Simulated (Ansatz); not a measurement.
# Cu2HgIrS4, relaxed

The start is Cu2HgIrS4, a known structure type filled with other elements, at an estimated volume. Where does it settle when we relax cell and atoms, and what is it like there?

Method: DFT, PBE, no spin polarisation, plane waves, PAW, in Ansatz 0.2.0.

## Step 1: The structure

The structure is tetragonal, space group I-42m (No. 121). Conventional cell: a = 5.371 Å, b = 5.371 Å, c = 10.318 Å, α = 90.00°, β = 90.00°, γ = 90.00°. S (site symmetry m) has 1 Ir at 2.23 Å and 2 Cu at 2.26 Å and 1 Hg at 2.45 Å as nearest neighbours. Ir (site symmetry -42m) is surrounded by 4 S at 2.23 Å. Around Hg (site symmetry -42m) lie 4 S at 2.45 Å. Cu (site symmetry -4) is surrounded by 4 S at 2.26 Å.

Symmetry-reduced, conventional setting; the input below types the cell that was run:

```cif
data_structure
_symmetry_space_group_name_H-M 'I-42m'
_symmetry_Int_Tables_number 121
_cell_length_a 5.3706
_cell_length_b 5.3706
_cell_length_c 10.3182
_cell_angle_alpha 90.000
_cell_angle_beta 90.000
_cell_angle_gamma 90.000
_cell_volume 297.61
loop_
_atom_site_label
_atom_site_type_symbol
_atom_site_symmetry_multiplicity
_atom_site_Wyckoff_symbol
_atom_site_fract_x
_atom_site_fract_y
_atom_site_fract_z
_atom_site_occupancy
S1 S 8 i 0.76790 0.76790 0.63210 1
Ir1 Ir 2 b 0.50000 0.50000 0.00000 1
Hg1 Hg 2 a 0.00000 0.00000 0.00000 1
Cu1 Cu 4 d 0.50000 0.00000 0.75000 1
```

It starts from an earlier solution of the starting cell (checkpoint.read).

## Step 2: The relaxation

input.yaml reads:

```yaml
crystal:
  lattice:
    - [0.0, 5.370636, 0.0]
    - [5.370636, 0.0, 0.0]
    - [2.685318, 2.685318, -5.159081]
  atoms:
    - { symbol: S, position: [0.4, 0.4, 0.7358] }
    - { symbol: S, position: [0.6, 0.1358, 0.2642] }
    - { symbol: S, position: [0.8642, 0.8642, 0.7358] }
    - { symbol: S, position: [0.1358, 0.6, 0.2642] }
    - { symbol: Ir, position: [0.5, 0.5, 0.0] }
    - { symbol: Hg, position: [0.0, 0.0, 0.0] }
    - { symbol: Cu, position: [0.75, 0.25, 0.5] }
    - { symbol: Cu, position: [0.25, 0.75, 0.5] }
  symmetry: { tolerance: 0.0003 }
kpoints:
  mp_grid: { grid: [6, 6, 6], shift: [0, 0, 0] }
magnetization:
  spin_polarized: false
scf:
  occupations: { method: fermi_dirac }
  lower_state_search: "off"
hamiltonian:
  pseudopotentials: { kind: paw }
  xc: pbe
basis:
  ecutwfc: 420
  fft_grid_basis: typed
relax:
  max_steps: 40
  cell: { p_target: 0.0 }
  f_tol: 0.03
output:
  forces: true
  stress: true
  eigenvalues: true
  bader: true
  populations: true
  elf: true
  write_potential: true
  volumetric_format: npy
  dos:
    e_range: [-12, 8]
    de: 0.05
    projected: { site_lists: { Cu: [Cu], Hg: [Hg], Ir: [Ir], S: [S] } }
  write_density: true
checkpoint:
  read: saved_state
```

Run with:

```
$ ansatz run input.yaml --threads 2 --pin off --max-ram 3584MiB --backend cpu --events-out ev --progress --plain --runs-dir out
```

Log, shortened:

```text
Warning: checkpoint.read: basis.xc_grid differs: saved 1, current 2 (points along each axis for each point of the dense box; where the key is left out runs that use forces, runs that use the stress, dielectric runs by a finite field, finite-displacement phonons, runs of [...]
Warning: RAYON_NUM_THREADS=2 ignored (pool sized by the plan → 2); use --threads N
[...]
Pseudopotentials: kind: paw
Pseudopotential: S, paw, valence charge 6, recommended cutoff 420 eV (normal), S.paw.azcp
Pseudopotential: Ir, paw, valence charge 17, recommended cutoff 420 eV (normal), Ir.paw.azcp
Pseudopotential: Hg, paw, valence charge 20, recommended cutoff 420 eV (normal), Hg.paw.azcp
Pseudopotential: Cu, paw, valence charge 19, recommended cutoff 420 eV (normal), Cu.paw.azcp
Functional definition: PBE
[...]
Crystal: 8 atoms, lattice volume = 148.807 Å³
Basis set: ecut = 420 eV, 2921 PW (Γ), exchange–correlation on 72×72×90 points (8 copies of the dense FFT grid, shifted against one another)
Bands: 60, of which v1, the nominal top of the filled ones, is band 50 counted from 1 (49 counted from 0)
Symmetry: 8 space group operations
Space group: I-42m (ITA 121), of the structure as read, at distance tolerance 1.6e-3 Å
k-points: 30 of 216 (time reversal used)
[...]
SCF iter   1: F=—  HF=-42607.793911 eV  |F-HF|=—  |Δ(HF+E_count)|=         —  Δρ=1.28e-3  dr2=2.55e-3  ethr=2.59e-6  ⟨swp⟩=3.0  Hψ=10654  notcnv=0
[...]
relax step   1: F+E_penalty+E_count = -42607.79444736 eV  Δ(F+E_penalty+E_count) = +0.000e0 eV  max|allowed force component| = 7.358e-1 eV/Å  Δτ_max = 0.0000 Å  P = +7.960 GPa  Ω = 148.807 Å³  (8 SCF iters, dr2 threshold 1.00e-7 eV, accepted)
[...]
relax step   3: F+E_penalty+E_count = -42608.23127065 eV  Δ(F+E_penalty+E_count) = -4.023e-2 eV  max|allowed force component| = 8.642e-2 eV/Å  Δτ_max = 0.0317 Å  P = +0.202 GPa  Ω = 161.032 Å³  energy of the carried Pulay correction = -3.334e-3 eV  (8 SCF iters, dr2 threshold 8.00e-7 eV, accepted)
[...]
relax step   4: F+E_penalty+E_count = -42608.23506690 eV  Δ(F+E_penalty+E_count) = -3.796e-3 eV  max|allowed force component| = 3.684e-2 eV/Å  Δτ_max = 0.0154 Å  P = +0.006 GPa  Ω = 162.061 Å³  energy of the carried Pulay correction = -3.602e-3 eV  (7 SCF iters, dr2 threshold 4.67e-7 eV, accepted)
```

## Step 3: More of the same log: semilocal partner

The log, continued:

```text
Crystal: 8 atoms, lattice volume = 161.978 Å³
iter 1 solved again at ethr=3.70e-7 eV; its pass at ethr=3.10e-3 eV (dr2=3.66e-4 eV) is discarded
SCF iter   1: F=—  HF=-42608.235052 eV  |F-HF|=—  |Δ(HF+E_count)|=         —  Δρ=5.28e-4  dr2=3.76e-4  ethr=3.70e-7  ⟨swp⟩=2.1  Hψ=7052  notcnv=0
preconditioner: auto → LDOS  [metal: Δε(μ)=0.004 eV  Ē_g=8.881 eV  σ=0.100 eV  W_gap=0.01  n_scr=36 (ndim 8)  ℏωp=23.9 eV  f_vac=0.055  D(μ)=4.83/eV (n_scr^D=34)  β→1.0]
SCF iter   2: F=—  HF=-42608.235052 eV  |F-HF|=—  |Δ(HF+E_count)|=   1.34e-7  Δρ=4.02e-4  dr2=1.35e-4  ethr=3.70e-7  ⟨swp⟩=2.0  Hψ=3166  notcnv=0
SCF iter   3: F=—  HF=-42608.235018 eV  |F-HF|=—  |Δ(HF+E_count)|=   3.48e-5  Δρ=1.93e-4  dr2=6.03e-5  ethr=1.37e-7  ⟨swp⟩=2.0  Hψ=3175  notcnv=0
SCF iter   4: F=—  HF=-42608.235349 eV  |F-HF|=—  |Δ(HF+E_count)|=   3.31e-4  Δρ=8.31e-5  dr2=1.17e-5  ethr=6.09e-8  ⟨swp⟩=1.0  Hψ=1800  notcnv=0
SCF iter   5: F=—  HF=-42608.235348 eV  |F-HF|=—  |Δ(HF+E_count)|=   1.09e-6  Δρ=1.64e-5  dr2=7.98e-7  ethr=1.18e-8  ⟨swp⟩=1.3  Hψ=1826  notcnv=0
SCF iter   6: F=—  HF=-42608.235348 eV  |F-HF|=—  |Δ(HF+E_count)|=   3.06e-8  Δρ=6.66e-6  dr2=9.95e-8  ethr=8.06e-10  ⟨swp⟩=1.9  Hψ=1847  notcnv=0
SCF iter   7: F=-42608.235348 eV  HF=-42608.235348 eV  |F-HF|=1.97e-9  |Δ(HF+E_count)|=   9.14e-9  Δρ=1.28e-6  dr2=2.31e-9  ethr=8.57e-11  ⟨swp⟩=7.3  Hψ=10334  notcnv=0
SCF 5 converged in 7 iterations: F = -42608.235348 eV  dr2 = 2.31e-9
relax step   5: F+E_penalty+E_count = -42608.23534793 eV  Δ(F+E_penalty+E_count) = -2.810e-4 eV  max|allowed force component| = 5.725e-4 eV/Å  Δτ_max = 0.0031 Å  P = -0.021 GPa  Ω = 161.978 Å³  energy of the carried Pulay correction = -3.581e-3 eV  (7 SCF iters, dr2 threshold 8.48e-8 eV, accepted)
Basis set: ecut = 420 eV, 3131 PW (Γ), exchange–correlation on 80×80×90 points (8 copies of the dense FFT grid, shifted against one another)
Initial wavefunctions: pseudopotential atomic-orbital guess (no wavefunctions were taken with the density)
iter 1 solved again at ethr=2.00e-7 eV; its pass at ethr=3.10e-3 eV (dr2=1.98e-4 eV) is discarded
SCF iter   1: F=—  HF=-42608.223422 eV  |F-HF|=—  |Δ(HF+E_count)|=         —  Δρ=7.38e-4  dr2=2.76e-5  ethr=2.00e-7  ⟨swp⟩=3.0  Hψ=11585  notcnv=0
preconditioner: auto → LDOS  [metal: Δε(μ)=0.004 eV  Ē_g=8.884 eV  σ=0.100 eV  W_gap=0.01  n_scr=36 (ndim 8)  ℏωp=23.9 eV  f_vac=0.055  D(μ)=4.82/eV (n_scr^D=34)  β→1.0]
SCF iter   2: F=—  HF=-42608.238551 eV  |F-HF|=—  |Δ(HF+E_count)|=   1.51e-2  Δρ=5.01e-5  dr2=5.32e-6  ethr=2.79e-8  ⟨swp⟩=2.0  Hψ=2866  notcnv=0
SCF iter   3: F=—  HF=-42608.238591 eV  |F-HF|=—  |Δ(HF+E_count)|=   3.96e-5  Δρ=3.44e-5  dr2=1.05e-6  ethr=5.38e-9  ⟨swp⟩=2.0  Hψ=2814  notcnv=0
SCF iter   4: F=—  HF=-42608.238593 eV  |F-HF|=—  |Δ(HF+E_count)|=   1.79e-6  Δρ=3.30e-5  dr2=1.14e-6  ethr=1.06e-9  ⟨swp⟩=2.0  Hψ=3263  notcnv=0
SCF iter   5: F=—  HF=-42608.238592 eV  |F-HF|=—  |Δ(HF+E_count)|=   9.44e-8  Δρ=5.76e-6  dr2=4.42e-8  ethr=1.06e-9  ⟨swp⟩=2.0  Hψ=2190  notcnv=0
SCF iter   6: F=—  HF=-42608.238592 eV  |F-HF|=—  |Δ(HF+E_count)|=   1.00e-8  Δρ=9.99e-7  dr2=1.93e-9  ethr=4.47e-11  ⟨swp⟩=2.0  Hψ=2692  notcnv=0
SCF iter   7: F=—  HF=-42608.238592 eV  |F-HF|=—  |Δ(HF+E_count)|=  8.15e-10  Δρ=1.20e-6  dr2=2.04e-9  ethr=1.95e-12  ⟨swp⟩=2.0  Hψ=2695  notcnv=0
SCF iter   8: F=—  HF=-42608.238592 eV  |F-HF|=—  |Δ(HF+E_count)|=  8.73e-11  Δρ=4.56e-7  dr2=3.57e-10  ethr=1.95e-12  ⟨swp⟩=1.0  Hψ=1800  notcnv=0
SCF iter   9: F=-42608.238592 eV  HF=-42608.238592 eV  |F-HF|=7.28e-12  |Δ(HF+E_count)|=  4.37e-11  Δρ=7.84e-8  dr2=1.67e-11  ethr=1.00e-12  ⟨swp⟩=5.8  Hψ=7627  notcnv=0
SCF 6 converged in 9 iterations: F = -42608.238592 eV  dr2 = 1.67e-11
relax step   6: F+E_penalty+E_count = -42608.23859246 eV  Δ(F+E_penalty+E_count) = -3.245e-3 eV  max|allowed force component| = 5.362e-4 eV/Å  Δτ_max = 0.0000 Å  P = -0.025 GPa  Ω = 161.978 Å³  stress off target by 3.75e-2 GPa  SCF on the basis re-selected at this cell (its energy is not comparable with the rows above)  (9 SCF iters)
basis re-selected at this cell: Δ(F+E_penalty+E_count) = -3.245e-3 eV, ΔP = -0.004 GPa vs the last step (what re-selecting the basis moved, of the pressure what is left beyond the Pulay correction that the steps carried, after the strain that the cell walked since its last selection, with what the two solves' SCF thresholds leave and, on support functions, any second-order correction that the steps lacked; it is no measure of the basis error at this ecutwfc). The dense FFT grid was sized anew with the basis: this SCF ran on 40×40×45 points, the steps before it on 36×36×45, so part of this shift can come from that change (see relax.cell in the input reference). This SCF's stress stands 3.75e-2 GPa from its target on what of the cell is left free (relax.cell.stress_tol is 5.00e-2 GPa) and its largest allowed force component is 5.36e-4 eV/Å (relax.f_tol is 3.00e-2 eV/Å): within both
SCF converged after 9 iterations
Free energy (F): -42608.238592 eV
Harris-Foulkes:  -42608.238592 eV  (|F-HF|=7.28e-12)
Internal energy: -42608.085071 eV  (E = F + TS)
E sigma→0 (E₀):  -42608.161832 eV
Entropy (-TS):   -0.153522 eV (-19.190 meV/atom)
Fermi energy:    9.420074 eV
--- Per-component energies (eV) ---
  E_band       = -1782.654370
  E_kinetic    = 2250.649219
  E_local      = -16876.142657  (includes V_loc(G=0)·N_el)
  E_nonlocal   = 1046.781853
  E_hartree    = 7269.478570
  E_xc         = -1051.297533
  E_vxc        = -1137.108659  (∫ρ·V_xc dr)
  E_paw        = -24900.145054  (= ΣΔE_a)
  E_vpaw       = -1605.792981  (= ΣTr[D̂ρ^β])
  E_aug_tail   = 0.001519  (compensation charges beyond the density's cutoff)
  E_ewald      = -10347.410989
  E_smearing   = -0.153522  (= −TS)
  E_closure    = 0.000000  (closes the sum)
  Σ components = -42608.238592   (vs F -42608.238592, Δ=0.00e0)
--- Forces (eV/Å), atoms counted from 1 ---
  atom   1  S      0.00007814     0.00007814    -0.00053617
  atom   2  S      0.00007814    -0.00007814     0.00053617
  atom   3  S     -0.00007814    -0.00007814    -0.00053617
  atom   4  S     -0.00007814     0.00007814     0.00053617
  atom   5  Ir     0.00000000     0.00000000    -0.00000000
  atom   6  Hg     0.00000000     0.00000000     0.00000000
  atom   7  Cu     0.00000000     0.00000000     0.00000000
  atom   8  Cu     0.00000000     0.00000000    -0.00000000
  max |Σ_I F_I| component: 1.04e-17 eV/Å
--- Stress (GPa, compression-positive) ---
       -0.037479       0.000000      -0.000000
        0.000000      -0.037479      -0.000000
       -0.000000      -0.000000       0.000852
  P = ⅓ Tr σ = -0.0247 GPa (-0.247 kbar)
--- Band table (eV; the first three rows and the last of 30) ---
  k-point 0: bands = ["-105.2569", "-103.0030", "-103.0030", "-83.0321", "-60.4205", "-60.4205", "-60.4203", "-60.4203", "-60.3179", "-60.3179", "-53.7392", "-53.7196", "-53.7196", "-40.1788", "-39.8656", "-39.8656", "-5.0194", "-3.8553", "-3.8553", "-3.8206", "2.3601", "2.4573", "2.5023", "2.5023", "2.5714", "3.2900", "3.7289", "4.0784", "4.2280", "4.3759", "4.3759", "4.6230", "5.1244", "5.1244", "5.1709", "6.2900", "6.2900", "6.6647", "6.7855", "6.8583", "6.9637", "6.9655", "7.0097", "7.0097", "7.1182", "7.6436", "7.6436", "7.6756", "8.8600", "10.1018", "10.2662", "10.8301", "10.8301", "13.3224", "13.6108", "15.1056", "15.1056", "15.7334", "15.7464", "15.7936"]
  k-point 1: bands = ["-105.2569", "-103.0030", "-103.0030", "-83.0321", "-60.4205", "-60.4205", "-60.4203", "-60.4203", "-60.3180", "-60.3179", "-53.7392", "-53.7196", "-53.7196", "-40.1788", "-39.8656", "-39.8656", "-4.9492", "-3.9119", "-3.8541", "-3.8541", "2.2772", "2.4918", "2.4918", "2.5226", "2.5532", "3.0741", "3.7494", "3.9943", "4.3088", "4.3088", "4.3157", "4.8311", "5.1413", "5.1413", "5.3578", "6.3214", "6.3214", "6.7260", "6.7313", "6.8631", "6.9313", "6.9669", "7.0436", "7.0436", "7.3826", "7.6107", "7.8385", "7.8385", "8.6693", "9.7090", "10.6003", "10.6003", "10.8114", "13.3038", "13.5524", "14.4802", "14.4802", "15.2549", "15.3773", "15.5542"]
  k-point 2: bands = ["-105.2569", "-103.0030", "-103.0030", "-83.0321", "-60.4205", "-60.4205", "-60.4203", "-60.4203", "-60.3180", "-60.3179", "-53.7392", "-53.7196", "-53.7196", "-40.1788", "-39.8656", "-39.8656", "-4.7522", "-4.1508", "-3.8518", "-3.8518", "2.2343", "2.4323", "2.4709", "2.4709", "2.5532", "2.8594", "3.8363", "3.9095", "4.1939", "4.1939", "4.2231", "5.1553", "5.1571", "5.1571", "5.8949", "6.3868", "6.3868", "6.7684", "6.8276", "6.8304", "6.9241", "7.0540", "7.1250", "7.1250", "7.3406", "7.9128", "8.1781", "8.3167", "8.3167", "9.4162", "10.0643", "10.0643", "11.3384", "13.3566", "13.4178", "13.6217", "13.6217", "14.4192", "14.9494", "15.3039"]
  k-point 29: bands = ["-105.2569", "-103.0030", "-103.0030", "-83.0321", "-60.4205", "-60.4205", "-60.4203", "-60.4203", "-60.3179", "-60.3179", "-53.7392", "-53.7196", "-53.7196", "-40.1788", "-39.8656", "-39.8656", "-4.3502", "-4.1077", "-4.1070", "-4.0457", "2.3563", "2.4502", "2.4992", "2.6120", "2.7503", "3.1991", "3.3317", "3.4862", "3.5603", "4.3797", "4.6351", "4.7083", "4.7812", "5.3221", "5.4131", "6.0058", "6.1142", "6.7635", "6.7719", "6.8825", "6.9312", "6.9536", "7.1093", "7.1724", "8.2248", "8.3933", "8.5402", "8.6465", "9.0413", "9.3959", "10.0422", "10.2560", "10.7784", "13.2265", "13.8160", "14.1487", "15.1030", "15.4139", "15.5928", "16.2438"]
--- Relaxed structure (5 steps of the walk, 5 accepted, 1 SCFs on fresh bases) ---
  F+E_penalty+E_count = -42608.23859246 eV   max|allowed force component| = 5.362e-4 eV/Å   (the final SCF, on the basis selected at the relaxed cell)
  cell:  # Å, volume = 161.9778 Å³
    - [0.0, 5.476928279243841, 5.465328963396862e-33]
    - [5.476928279243841, 0.0, 0.0]
    - [2.7384641396219207, 2.7384641396219207, -5.399847595039121]
  atoms:
    - { symbol: S, position: [0.4174470928497167, 0.4174470928497167, 0.7243460988807722] }
    - { symbol: S, position: [0.5825529071502834, 0.14179319173048882, 0.27565390111922783] }
    - { symbol: S, position: [0.8582068082695109, 0.8582068082695109, 0.7243460988807722] }
    - { symbol: S, position: [0.14179319173048882, 0.5825529071502834, 0.27565390111922783] }
    - { symbol: Ir, position: [0.49999999999999994, 0.49999999999999994, -8.552847072295026e-50] }
    - { symbol: Hg, position: [-2.523449207145752e-21, 1.6402419846447447e-19, -5.795634610449096e-70] }
    - { symbol: Cu, position: [0.7499999999999999, 0.24999999999999994, 0.5] }
    - { symbol: Cu, position: [0.24999999999999994, 0.7499999999999999, 0.5] }
--- Löwdin populations: 8 sites ---
  site symbol       q [e]
     0      S      6.5128
     1      S      6.5128
     2      S      6.5128
     3      S      6.5128
     4     Ir     16.4484
     5     Hg     19.0034
     6     Cu     18.3183
     7     Cu     18.3183
  spilling = 0.008694 (of n_electrons = 99.000000)
--- Bader charges: 8 sites ---
  site symbol  charge [e]  shift [e]
     0      S     -0.4981     0.0028
     1      S     -0.4982     0.0028
     2      S     -0.4981     0.0028
     3      S     -0.4982     0.0028
     4     Ir      0.4350     0.0105
     5     Hg      0.4757     0.0011
     6     Cu      0.5409     0.0002
     7     Cu      0.5410     0.0002
  estimated error of the sums over rays = 3.4e-4 e
```

It took 1.9 min on 2 threads of Intel Xeon Platinum 8488C (Sapphire Rapids), shared host; peak memory 0.65 GiB.

Relaxation path:

```tsv
step	energy from step 1 (eV/cell)	largest force component (eV/Å)	pressure (GPa)	volume (Å³)
1	0.0000	0.7358	7.96	148.81
2	-0.3966	0.2221	1.36	158.26
3	-0.4368	0.0864	0.20	161.03
4	-0.4406	0.0368	0.01	162.06
5	-0.4409	0.0006	-0.02	161.98
6	-0.4441	0.0005	-0.02	161.98
```

Step 1 is the start. Step 6 repeats the geometry before on a plane-wave basis chosen anew for that cell, so the energy can jump there without any move; the table keeps such jumps.

| input's cell | before | after | change |
| --- | --- | --- | --- |
| a (Å) | 5.371 | 5.477 | +2.0 % |
| b (Å) | 5.371 | 5.477 | +2.0 % |
| c (Å) | 6.406 | 6.645 | +3.7 % |
| α (°) | 65.22 | 65.66 | +0.45° |
| β (°) | 65.22 | 65.66 | +0.45° |
| volume (Å³/atom) | 18.60 | 20.25 | +8.9 % |

The largest move, 0.11 Å, apart from the change of the cell, is shared by several atoms, S3 among them.

## Step 4: Total and projected density of states

Counts of states in windows (eV from the Fermi level; tetrahedra), total and projected:

```tsv
from	to	total	Cu d	Hg d	Ir d	S p
-8.0	-7.0	2.50	0.02	1.84	0.06	0.49
-7.0	-6.0	9.63	0.09	6.56	0.45	1.92
-6.0	-5.0	7.96	0.58	0.58	1.40	4.36
-5.0	-4.0	9.54	2.39	0.39	1.45	4.99
-4.0	-3.0	4.29	1.53	0.29	0.28	2.01
-3.0	-2.0	12.97	10.03	0.07	1.69	0.73
-2.0	-1.0	7.23	3.61	0.08	0.83	2.16
-1.0	0.0	4.88	1.03	0.05	1.39	1.96
0.0	1.0	4.54	0.39	0.03	1.50	2.02
1.0	2.0	2.16	0.08	0.01	0.24	1.00
2.0	3.0	0.31	0.01	0.00	0.01	0.14
3.0	4.0	1.11	0.01	0.00	0.02	0.10
4.0	5.0	4.59	0.02	0.00	0.08	0.39
```

## Step 5: Charges

Gathered by element (positive charge: electrons given up): Löwdin charges also hold the electrons that the projection spills.

```tsv
element	atoms	Bader charge (e)	Bader volume (Å³)	Löwdin charge (e)
S	4	-0.50	21.9	-0.51
Ir	1	+0.44	21.1	+0.55
Hg	1	+0.48	24.9	+1.00
Cu	2	+0.54	14.1	+0.68
```

Löwdin charges rest on a small set of atomic orbitals that misses 0.9 % of the electrons, so they need not add up to the cell's charge and can differ from Bader's even in sign.

## Step 6: Maps of the fields

Maps in the plane spanned by a and b at height 0.724 along c (axes of the input's cell), one cell: a runs left to right (17 points from zero), b bottom to top (17 points), 90° apart. These are the smooth PAW fields, not the true ones near the nuclei.

Valence density. Ten steps from '0' (0.01 e/Å³) to '9' (1.12 e/Å³), finer at the low end (step k begins (100^(k/10) - 1)/99 of the way up):
```
87532211235689999
97532111235799779
97543222235799879
87543333345689999
76554444455678998
65555566666666776
45556788876655555
34567899997654333
23468998998643222
23468990898643211
23457999998643211
23456899987543212
33455678876543322
44445556665554433
44444444455555555
65443333345567777
76443222234678998
```

ELF. Ten even steps from '0' (0.01) to '9' (0.86):
```
97310000012699769
98410000013797006
98410000013797007
96211000012589779
73111122212368999
42112466532235776
21114799874222332
11137998897311111
00159961488520000
00159930189620000
00148973699620000
00126999997410000
01113689974211000
11111245531111111
11111111111112443
42111000011236887
84110000012479999
```

Atoms within 0.2 Å of the plane, in fractions of a and b: S at (0.42, 0.42), S at (0.86, 0.86).

Scans along the contacts give these minima of the density:

```tsv
contact	length (Å)	minimum at (fraction)	density (e/Å³)	ELF
S1–Cu7	2.296	0.55	0.515	0.24
```

```
fraction  S1–Cu7
     0.2    1.13
     0.3    1.17
     0.4   0.798
     0.5   0.541
     0.6   0.616
     0.7    2.16
     0.8    10.9
```

(Smooth valence density in e/Å³ at fractions of each contact.)

## Step 7: Results

```
                                                 quantity                                                                      value
                                                    moves                                                                          4
                                            energy gained                                                              55.1 meV/atom
                                             largest move                                                                 0.11 Å (S)
                     space group (0.01 Å), before / after                                                              I-42m / I-42m
                                                     cell  a = 5.477 Å, b = 5.477 Å, c = 6.645 Å, α = 65.66°, β = 65.66°, γ = 90.00°
                                                   volume                                                     20.25 Å³/atom (+8.9 %)
                                      pressure at the end                                                                  -0.02 GPa
           formation energy (elements from separate runs)                                                              -0.10 eV/atom
                                                character                                                                      metal
density of states, mean within 0.25 eV of the Fermi level                                                        4.2 per eV per cell
                                            Bader charges                                    S -0.50, Ir +0.44, Hg +0.48, Cu +0.54 e
```

The volume grew by 8.9 %, and the largest move of an atom is 0.11 Å apart from the change of the cell; the energy fell by 55.1 meV per atom. The run held to 8 symmetry operations, so a lower structure without them is not ruled out. Bands cross the Fermi level: a metal; within 0.25 eV of the Fermi level the density of states averages 4.2 per eV per cell, mostly S p (40 %) and Ir d (36 %). Cu loses most charge (+0.54 e on average) and S gains most (-0.50 e). Against the elements' reference phases (alpha-S8 (Fddd), Ir fcc, alpha-Hg (rhombohedral), Cu fcc; separate runs with the same functional) the formation energy is -0.10 eV per atom, which says nothing yet of rival compounds.

Keep in mind: an odd count of electrons without spin polarisation forces a partly filled band.
